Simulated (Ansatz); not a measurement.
# CH6BFGeSi: the cost of one run

Program: Ansatz 0.2.0, Gaussian basis. Level of theory: the settings change from run to run. These are calculated values, not measurements.

### 1 The molecule

The geometry comes from an earlier relaxation with PBE0-D4 in a triple-zeta def2 set; it is a stationary point, not always the lowest conformer.

SMILES `[F][GeH]1[CH2][B]1[SiH3]`, 11 atoms, charge 0, spin multiplicity 1.

Atoms are counted from 1 here; the program's logs count them from 0.

Bond lengths: F1–Ge2 1.740 Å, Ge2–C3 2.363 Å, Ge2–B4 1.966 Å, Ge2–H6 1.542 Å, C3–B4 1.456 Å, C3–H7 1.093 Å, C3–H8 1.091 Å, B4–Si5 1.988 Å, Si5–H9 1.489 Å, Si5–H10 1.490 Å, Si5–H11 1.490 Å. Angles: F1–Ge2–C3 131.2°, F1–Ge2–B4 121.5°, F1–Ge2–H6 102.5°, C3–Ge2–B4 37.9°, C3–Ge2–H6 95.0°, B4–Ge2–H6 129.6°, Ge2–C3–B4 56.1°, Ge2–C3–H7 79.7°, Ge2–C3–H8 150.0°, B4–C3–H7 127.8°, B4–C3–H8 121.2°, H7–C3–H8 111.0°, Ge2–B4–C3 86.0°, Ge2–B4–Si5 129.8°, C3–B4–Si5 136.5°, B4–Si5–H9 111.5°, B4–Si5–H10 109.9°, B4–Si5–H11 111.2° and more.

### 2 wB97X/def2-SVPD

This run has charge -1, multiplicity 2, high accuracy.

Input file in.yaml:

```yaml
crystal:
  periodic: [false, false, false]
  atoms:
    - {symbol: F, position_ang: [-1.878070, 0.890374, 2.050694]}
    - {symbol: Ge, position_ang: [-0.199383, 0.578653, 1.717160]}
    - {symbol: C, position_ang: [0.856076, -1.184277, 0.549662]}
    - {symbol: B, position_ang: [0.411663, 0.053313, -0.076197]}
    - {symbol: Si, position_ang: [-0.263880, 0.604171, -1.862865]}
    - {symbol: H, position_ang: [0.344371, 0.168326, 3.100976]}
    - {symbol: H, position_ang: [1.302143, -1.311871, 1.539297]}
    - {symbol: H, position_ang: [0.795777, -2.137215, 0.022254]}
    - {symbol: H, position_ang: [-1.657437, 1.121458, -1.782795]}
    - {symbol: H, position_ang: [0.588763, 1.694250, -2.413920]}
    - {symbol: H, position_ang: [-0.234623, -0.534281, -2.823667]}
basis:
  gaussian: {orbitals: def2-SVPD}
total_charge: -1
magnetization: {spin_polarized: true, initial_magnetization: 1}
hamiltonian: {xc: {name: wB97X}}
accuracy: high
output: {forces: true}
```

Started as:

```sh
$ ansatz run in.yaml --threads 4 --pin off --events-out ev --progress --plain --max-ram 10444MiB
```

What time and memory should one allow on 4 threads of Arm Neoverse V1, shared host?

About 90 s, with a peak of 2.2 GiB.
